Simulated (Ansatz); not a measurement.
Crystal: Ta4NiO11.

```xyz
16
Lattice="1.9549 -14.8297 0.0000 1.9549 14.8297 0.0000 0.0000 0.0000 3.8859" Properties=species:S:1:pos:R:3 pbc="T T T"
Ta    1.9549    8.7682    0.0000
Ta    1.9549  -12.5907    0.0000
Ta    1.9549   12.5907    0.0000
Ta    1.9549   -8.7682    0.0000
Ni    1.9549    0.0000    0.0000
O     1.9549   10.6813    0.0000
O     1.9549   -6.5568    0.0000
O     1.9549    1.8849    0.0000
O     1.9549   -1.8849    0.0000
O     0.0000    0.0000    0.0000
O     1.9549  -10.6813    0.0000
O     1.9549    6.5568    0.0000
O     1.9549  -12.6913    1.9429
O     1.9549   12.6913    1.9429
O     1.9549   -8.7306    1.9429
O     1.9549    8.7306    1.9429
```

The cell was built by a generator and needn't be a form met in nature.

```yaml
Program: Ansatz 0.2.0
Task: relaxation of cell and atoms
Functional: PBEsol
Potentials_or_basis: Ansatz PAW
Cutoff: "420 eV (not typed: the program's choice for these potentials)"
k_mesh: 5 × 5 × 5
Occupations: fermi-dirac, width 0.05 eV
Spin: collinear spin, ferromagnetic start
Starting_moments: "[0.0, 0.0, 0.0, 0.0, 1.0, 0.0, 0.0, 0.0, 0.0, 0.0, 0.0, 0.0, 0.0, 0.0, 0.0, 0.0] μB"
```

At the start: volume 14.08 Å³/atom.

Q: Where does the relaxation end?

A: It ends after 8 steps and the volume is 13.72 Å³/atom (-2.6 %); space group Cmmm (No. 65, to 0.05 Å); moment 0.40 μB per cell.

Step by step:
```
step  energy change (eV)  largest force (eV/Å)  volume (Å³)
   1              0.0000                0.2806       225.32
   2             -0.1217                0.2656       219.18
   3             -0.1258                0.1245       219.67
   4             -0.1269                0.0109       219.66
   5             -0.1269                0.0044       219.66
   6             -0.1074                0.0043       219.66
   7             -0.1082                0.0014       219.51
   8             -0.1075                0.0014       219.51
```

Final structure:
```
Ta Ni O
1.0
     1.93976  -14.66605    0.00000
     1.93976   14.66605    0.00000
     0.00000    0.00000    3.85794
Ta Ni O
4 1 11
Direct
  0.20449 0.79551 0.00000
  0.92501 0.07499 0.00000
  0.07499 0.92501 0.00000
  0.79551 0.20449 0.00000
  0.50000 0.50000 0.00000
  0.13970 0.86030 0.00000
  0.72104 0.27896 0.00000
  0.43689 0.56311 0.00000
  0.56311 0.43689 0.00000
  0.00000 0.00000 0.00000
  0.86030 0.13970 0.00000
  0.27896 0.72104 0.00000
  0.92878 0.07122 0.50000
  0.07122 0.92878 0.50000
  0.79375 0.20625 0.50000
  0.20625 0.79375 0.50000
```

Caveat: the plane-wave basis is chosen anew once the cell has moved, so the energies of steps on either side of that aren't comparable; the pressure holds a Pulay correction of +0.6 GPa for the finite cutoff; the PAW data sets come from PBE, with cores solved anew for the run's functional, which leaves a small shift of forces and pressure.
